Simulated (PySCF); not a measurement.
# [Er(H2O)5]3+: forces at shaken geometries

Aim: move all atoms of relaxed [Er(H2O)5]3+ at random and read energies and forces. The structure is generated, not taken from experiment.

Computed with PySCF 2.14.0. Level: r2SCAN, Er lcecp-1-SVP with ECP57, O def2-SVP, H def2-SVP; scalar-relativistic core potentials, no spin–orbit coupling.

6 further runs of the same task are left out: 2 for a known fault of the program, 2 that didn't finish, 2 set aside as unsound or not needed.

## Step 1: The system as given

16 atoms, charge 3, spin multiplicity 1.

Bond lengths: Er1–O2 2.302 Å, Er1–O5 2.302 Å, Er1–O8 2.269 Å, Er1–O11 2.304 Å, Er1–O14 2.304 Å, O2–H3 0.982 Å, O2–H4 0.982 Å, O5–H6 0.982 Å, O5–H7 0.982 Å, O8–H9 0.984 Å, O8–H10 0.984 Å, O11–H12 0.983 Å, O11–H13 0.983 Å, O14–H15 0.983 Å, O14–H16 0.983 Å. Angles: O2–Er1–O5 158.3°, O2–Er1–O8 100.8°, O2–Er1–O11 86.7°, O2–Er1–O14 86.9°, O5–Er1–O8 100.8°, O5–Er1–O11 86.9°, O5–Er1–O14 86.7°, O8–Er1–O11 107.3°, O8–Er1–O14 107.3°, O11–Er1–O14 145.3°, Er1–O2–H3 128.2°, Er1–O2–H4 128.2°, H3–O2–H4 103.6°, Er1–O5–H6 128.2°, Er1–O5–H7 128.2°, H6–O5–H7 103.6°, Er1–O8–H9 128.1°, Er1–O8–H10 128.1° and more.

Geometry (Å):

| atom | x (Å) | y (Å) | z (Å) |
| --- | --- | --- | --- |
| Er1 | -0.0473 | 0.0000 | 0.0000 |
| O2 | -0.4797 | -0.0411 | 2.2609 |
| H3 | -0.5998 | 0.7197 | 2.8702 |
| H4 | -0.6064 | -0.8233 | 2.8413 |
| O5 | -0.4797 | 0.0412 | -2.2609 |
| H6 | -0.5998 | -0.7196 | -2.8702 |
| H7 | -0.6063 | 0.8233 | -2.8413 |
| O8 | 2.2218 | -0.0001 | 0.0000 |
| H9 | 2.8297 | -0.0174 | 0.7739 |
| H10 | 2.8297 | 0.0172 | -0.7739 |
| O11 | -0.7336 | 2.1989 | 0.0445 |
| H12 | -0.1758 | 3.0086 | 0.0548 |
| H13 | -1.6511 | 2.5523 | 0.0574 |
| O14 | -0.7338 | -2.1988 | -0.0445 |
| H15 | -1.6514 | -2.5521 | -0.0574 |
| H16 | -0.1760 | -3.0086 | -0.0548 |

Formal oxidation states: Er +3. Each metal's 11 4f electrons lie in its core potential, so multiplicities, spins and levels count the valence alone. An earlier session relaxed this geometry at r2SCAN, Er lcecp-1-SVP with ECP57, O def2-SVP, H def2-SVP (singlet, point group C2v).

Its energy there is -419.042623 Eh.

## Step 2: Atoms moved at random, σ = 0.03 Å

The input, run.py (the lines that set the calculation):

```python
mol = gto.M(atom='''
Er    -0.07126    -0.06006     0.03120
O     -0.47270    -0.07282     2.25804
H     -0.54739     0.73189     2.93466
H     -0.62331    -0.83117     2.82263
O     -0.47664     0.06498    -2.26125
H     -0.60371    -0.76435    -2.88466
H     -0.59143     0.80780    -2.86241
O      2.18518     0.02217     0.00255
H      2.87130     0.02364     0.77422
H      2.82013     0.00145    -0.79968
O     -0.73527     2.23746     0.01260
H     -0.16077     3.04444     0.03069
H     -1.66337     2.56956     0.08738
O     -0.73718    -2.23240    -0.02877
H     -1.64976    -2.55739    -0.07381
H     -0.20315    -2.98519    -0.04338''',
    basis={'Er': 'lcecp-1-SVP', 'O': 'def2-SVP', 'H': 'def2-SVP'},
    ecp={'Er': 'lcecp-1-SVP'},
    charge=3, spin=0)
mf = dft.RKS(mol, xc='R2SCAN')
mf.grids.atom_grid = (50, 194)  # f atoms: unpruned, at least (60, 302)
mf = mf.density_fit()  # fitting sets: Er AutoAux, O def2-universal-JKFIT, H def2-universal-JKFIT
mf.conv_tol = 1e-08; mf.max_cycle = 55
mf.kernel(dm0)  # dm0: the density of the relaxed state
```

Started as:

```console
OMP_NUM_THREADS=4 python run.py
```

Standard output:

```text
init E= -418.912932399515
  HOMO = -0.820532678471879  LUMO = -0.549807053462638  gap/eV = 7.36682
cycle= 1 E= -419.022380851334  delta_E= -0.109  |g|= 0.122  |ddm|= 0.257
  HOMO = -0.782428525717304  LUMO = -0.529839026608415  gap/eV = 6.87331
cycle= 2 E= -419.017640965865  delta_E= 0.00474  |g|= 0.206  |ddm|= 0.219
  HOMO = -0.793859308465034  LUMO = -0.529848197959604  gap/eV = 7.18411
cycle= 3 E= -419.02564985924  delta_E= -0.00801  |g|= 0.0132  |ddm|= 0.127
  HOMO = -0.794752598111272  LUMO = -0.530765211371292  gap/eV = 7.18346
cycle= 4 E= -419.025680475418  delta_E= -3.06e-05  |g|= 0.00579  |ddm|= 0.0134
  HOMO = -0.794780735254276  LUMO = -0.530740814712313  gap/eV = 7.18489
cycle= 5 E= -419.025686367306  delta_E= -5.89e-06  |g|= 0.00154  |ddm|= 0.00411
  HOMO = -0.794901579765415  LUMO = -0.530732376004403  gap/eV = 7.18841
cycle= 6 E= -419.025686813049  delta_E= -4.46e-07  |g|= 0.000242  |ddm|= 0.00111
  HOMO = -0.794892732480216  LUMO = -0.530747271189888  gap/eV = 7.18776
cycle= 7 E= -419.025686822587  delta_E= -9.54e-09  |g|= 0.000112  |ddm|= 0.000227
  HOMO = -0.794903217349098  LUMO = -0.530748664290093  gap/eV = 7.18801
cycle= 8 E= -419.025686824827  delta_E= -2.24e-09  |g|= 2.51e-05  |ddm|= 8.15e-05
  HOMO = -0.794897184910985  LUMO = -0.530746956230928  gap/eV = 7.18789
Extra cycle  E= -419.025686824694  delta_E= 1.33e-10  |g|= 3.72e-05  |ddm|= 4.14e-05
converged SCF energy = -419.025686824694
```

Run time: 8.5 s. Hardware: 4 threads of Arm Neoverse V2, shared host.

It gives: E = -419.025687 Eh (+0.461 eV from the relaxed state), HOMO -21.63 eV, LUMO -14.44 eV, Mulliken charge on Er1 +1.50 e, largest force component 2.949 eV/Å. 

| atom | Fx | Fy | Fz (eV/Å) |
| --- | --- | --- | --- |
| Er1 | 0.039 | 1.025 | -0.524 |
| O2 | -0.027 | 2.949 | 1.179 |
| H3 | 0.177 | -1.934 | -1.686 |
| H4 | -0.209 | -1.039 | 0.769 |
| O5 | -0.152 | -2.913 | -0.603 |
| H6 | 0.289 | 1.979 | 1.357 |
| H7 | -0.114 | 0.808 | -0.527 |
| O8 | 2.459 | -0.151 | 0.154 |
| H9 | -1.376 | 0.026 | -1.225 |
| H10 | -1.095 | 0.075 | 1.065 |
| O11 | 0.078 | -0.274 | 0.201 |
| H12 | -0.378 | -0.302 | -0.051 |
| H13 | 0.415 | 0.062 | -0.088 |
| O14 | -1.442 | 2.916 | 0.023 |
| H15 | -0.575 | -0.343 | -0.010 |
| H16 | 1.911 | -2.882 | -0.036 |

## Step 3: Atoms moved at random, σ = 0.1 Å

The input, run.py (the lines that set the calculation):

```python
mol = gto.M(atom='''
Er    -0.04277     0.04079     0.18012
O     -0.45347    -0.11736     2.35620
H     -0.55131     0.77831     2.97019
H     -0.68704    -0.74931     2.86180
O     -0.42915     0.15194    -2.24092
H     -0.68147    -0.62722    -2.99927
H     -0.65967     0.89577    -2.84795
O      2.27917     0.19180    -0.04289
H      2.71667    -0.00548     0.71820
H      2.87652    -0.13893    -0.79033
O     -0.72052     2.07550     0.11029
H     -0.25444     2.91469    -0.02407
H     -1.57379     2.51485     0.03711
O     -0.64546    -2.25046    -0.25090
H     -1.65498    -2.54173    -0.01649
H     -0.17764    -3.13313    -0.02108''',
    basis={'Er': 'lcecp-1-SVP', 'O': 'def2-SVP', 'H': 'def2-SVP'},
    ecp={'Er': 'lcecp-1-SVP'},
    charge=3, spin=0)
mf = dft.RKS(mol, xc='R2SCAN')
mf.grids.atom_grid = (50, 194)  # f atoms: unpruned, at least (60, 302)
mf = mf.density_fit()  # fitting sets: Er AutoAux, O def2-universal-JKFIT, H def2-universal-JKFIT
mf.conv_tol = 1e-08; mf.max_cycle = 55
mf.kernel(dm0)  # dm0: the density of the relaxed state
```

Started as:

```console
OMP_NUM_THREADS=4 python run.py
```

Standard output:

```text
init E= -418.614740038385
  HOMO = -0.877169470172206  LUMO = -0.6033263160789  gap/eV = 7.45165
cycle= 1 E= -418.931718351049  delta_E= -0.317  |g|= 0.319  |ddm|= 0.87
  HOMO = -0.714791284664085  LUMO = -0.53029657080775  gap/eV = 5.02036
cycle= 2 E= -418.891668290136  delta_E= 0.0401  |g|= 0.564  |ddm|= 0.611
  HOMO = -0.770627097610941  LUMO = -0.533731385812383  gap/eV = 6.44626
cycle= 3 E= -418.953217485053  delta_E= -0.0615  |g|= 0.0465  |ddm|= 0.379
  HOMO = -0.770205616486987  LUMO = -0.537661601129945  gap/eV = 6.32784
cycle= 4 E= -418.953633103286  delta_E= -0.000416  |g|= 0.0119  |ddm|= 0.0432
  HOMO = -0.77106345384848  LUMO = -0.537377764913103  gap/eV = 6.35891
cycle= 5 E= -418.953655088093  delta_E= -2.2e-05  |g|= 0.00494  |ddm|= 0.00989
  HOMO = -0.771030219830731  LUMO = -0.537256635825962  gap/eV = 6.36130
cycle= 6 E= -418.953659654273  delta_E= -4.57e-06  |g|= 0.000714  |ddm|= 0.00373
  HOMO = -0.77112942331156  LUMO = -0.537380235537523  gap/eV = 6.36064
cycle= 7 E= -418.953659764749  delta_E= -1.1e-07  |g|= 0.000126  |ddm|= 0.000744
  HOMO = -0.771110868405895  LUMO = -0.537365193771309  gap/eV = 6.36054
cycle= 8 E= -418.953659766839  delta_E= -2.09e-09  |g|= 9.75e-05  |ddm|= 0.000163
  HOMO = -0.771144676916734  LUMO = -0.537368303988913  gap/eV = 6.36138
Extra cycle  E= -418.953659762531  delta_E= 4.31e-09  |g|= 0.000179  |ddm|= 0.000167
converged SCF energy = -418.953659762531
```

It took 8.6 s on 4 threads of Arm Neoverse V2, shared host.

It gives: E = -418.953660 Eh (+2.421 eV from the relaxed state), HOMO -20.98 eV, LUMO -14.62 eV, Mulliken charge on Er1 +1.49 e, largest force component 11.239 eV/Å. 

| atom | Fx | Fy | Fz (eV/Å) |
| --- | --- | --- | --- |
| Er1 | 0.879 | -1.876 | -2.289 |
| O2 | 2.450 | 11.239 | -4.286 |
| H3 | 0.312 | -2.952 | -1.687 |
| H4 | -2.925 | -8.213 | 6.678 |
| O5 | -1.361 | -2.601 | -2.807 |
| H6 | 1.127 | 2.241 | 3.099 |
| H7 | 0.316 | 0.284 | 0.621 |
| O8 | -2.601 | -0.083 | -4.686 |
| H9 | 2.980 | -0.817 | 4.176 |
| H10 | -0.679 | 0.685 | 0.813 |
| O11 | -0.191 | 1.383 | -0.072 |
| H12 | 1.571 | 0.489 | -0.023 |
| H13 | -1.853 | -0.323 | 0.109 |
| O14 | -2.433 | -1.775 | 2.058 |
| H15 | 2.889 | 0.812 | -1.048 |
| H16 | -0.482 | 1.508 | -0.656 |

## Step 4: Atoms moved at random, σ = 0.15 Å

The input, run.py (the lines that set the calculation):

```python
mol = gto.M(atom='''
Er     0.08731    -0.14008     0.22235
O     -0.79907    -0.15679     2.44999
H     -0.40448     0.56000     2.69652
H     -0.37807    -0.81720     2.88732
O     -0.29558    -0.22928    -2.15701
H     -0.66220    -0.52855    -3.11969
H     -0.77341     0.90507    -2.62814
O      2.12356     0.01156    -0.40163
H      2.78962    -0.12839     0.63953
H      2.79936     0.11684    -0.70922
O     -0.79452     2.28372     0.15204
H     -0.06293     2.85267     0.03214
H     -1.72157     2.56988    -0.08717
O     -0.68634    -2.04172     0.11754
H     -1.71742    -2.43202     0.03470
H     -0.16360    -2.82568    -0.12927''',
    basis={'Er': 'lcecp-1-SVP', 'O': 'def2-SVP', 'H': 'def2-SVP'},
    ecp={'Er': 'lcecp-1-SVP'},
    charge=3, spin=0)
mf = dft.RKS(mol, xc='R2SCAN')
mf.grids.atom_grid = (50, 194)  # f atoms: unpruned, at least (60, 302)
mf = mf.density_fit()  # fitting sets: Er AutoAux, O def2-universal-JKFIT, H def2-universal-JKFIT
mf.conv_tol = 1e-08; mf.max_cycle = 55
mf.kernel(dm0)  # dm0: the density of the relaxed state
```

Started as:

```console
OMP_NUM_THREADS=4 python run.py
```

Standard output:

```text
init E= -417.488911521519
  HOMO = -1.00240403845742  LUMO = -0.795276856792673  gap/eV = 5.63622
cycle= 1 E= -418.600336671534  delta_E= -1.11  |g|= 0.792  |ddm|= 1.63
  HOMO = -0.601865387442825  LUMO = -0.536708968465232  gap/eV = 1.77300
cycle= 2 E= -418.000189915679  delta_E=  0.6  |g|= 1.82  |ddm|= 1.75
  HOMO = -0.766101419848606  LUMO = -0.55285828394242  gap/eV = 5.80264
cycle= 3 E= -418.71276593971  delta_E= -0.713  |g|= 0.277  |ddm|= 1.39
  HOMO = -0.767467508710948  LUMO = -0.566704406155857  gap/eV = 5.46304
cycle= 4 E= -418.727115286128  delta_E= -0.0143  |g|= 0.104  |ddm|= 0.248
  HOMO = -0.772999355938562  LUMO = -0.572878894089982  gap/eV = 5.44556
cycle= 5 E= -418.72902391919  delta_E= -0.00191  |g|= 0.0303  |ddm|= 0.0992
  HOMO = -0.771043546591056  LUMO = -0.57139338864458  gap/eV = 5.43276
cycle= 6 E= -418.729224004677  delta_E= -0.0002  |g|= 0.0102  |ddm|= 0.0313
  HOMO = -0.771439360445853  LUMO = -0.571103446279775  gap/eV = 5.45142
cycle= 7 E= -418.729241811689  delta_E= -1.78e-05  |g|= 0.00309  |ddm|= 0.00743
  HOMO = -0.771815548158859  LUMO = -0.571282030621362  gap/eV = 5.45679
cycle= 8 E= -418.72924370552  delta_E= -1.89e-06  |g|= 0.00061  |ddm|= 0.00235
  HOMO = -0.771905173046645  LUMO = -0.571261537036673  gap/eV = 5.45979
cycle= 9 E= -418.729243772264  delta_E= -6.67e-08  |g|= 0.00029  |ddm|= 0.000628
  HOMO = -0.771911320296944  LUMO = -0.571268611042864  gap/eV = 5.45977
cycle= 10 E= -418.729243788052  delta_E= -1.58e-08  |g|= 4.72e-05  |ddm|= 0.000209
  HOMO = -0.77191240541789  LUMO = -0.571272783314619  gap/eV = 5.45968
cycle= 11 E= -418.729243788513  delta_E= -4.62e-10  |g|= 8.99e-06  |ddm|= 4.57e-05
  HOMO = -0.77191065115563  LUMO = -0.57127236723673  gap/eV = 5.45965
Extra cycle  E= -418.729243788504  delta_E= 9.09e-12  |g|= 1.11e-05  |ddm|= 1.96e-05
converged SCF energy = -418.729243788504
```

Run time: 10 s. Hardware: 4 threads of Arm Neoverse V2, shared host.

Read off: E = -418.729244 Eh (+8.527 eV from the relaxed state), HOMO -21.00 eV, LUMO -15.55 eV, Mulliken charge on Er1 +1.39 e, largest force component 22.966 eV/Å. 

| atom | Fx | Fy | Fz (eV/Å) |
| --- | --- | --- | --- |
| Er1 | -1.733 | 3.063 | -1.567 |
| O2 | -4.477 | -3.773 | -6.493 |
| H3 | 3.338 | 8.089 | 3.672 |
| H4 | 1.645 | -4.075 | 3.213 |
| O5 | -3.666 | 4.950 | -4.392 |
| H6 | 1.427 | -0.598 | 2.871 |
| H7 | 2.208 | -3.940 | 2.390 |
| O8 | -18.701 | -4.340 | 16.769 |
| H9 | -2.651 | 0.380 | -3.345 |
| H10 | 22.966 | 3.946 | -13.028 |
| O11 | -1.627 | -4.019 | 0.245 |
| H12 | 0.766 | 2.469 | -0.520 |
| H13 | 1.361 | 0.643 | 0.279 |
| O14 | -4.271 | -3.378 | -0.373 |
| H15 | 3.170 | 1.258 | 0.423 |
| H16 | 0.246 | -0.675 | -0.144 |

## Step 5: The displacements side by side

| σ (Å) | energy rise (eV) | harmonic estimate −½ F·u (eV) | largest force component (eV/Å) |
| --- | --- | --- | --- |
| 0.03 | 0.461 | 0.451 | 2.95 |
| 0.1 | 2.421 | 2.461 | 11.24 |
| 0.15 | 8.527 | 5.927 | 22.97 |

Every displacement raises the energy. For a harmonic well the rise equals −½ F·u; the two differ by at most 30 % here (a move with σ = 0.15 Å), from anharmonicity, the grid and the small forces left at the relaxed point. These are double-zeta-type bases without diffuse functions. Spin–orbit coupling is left out.
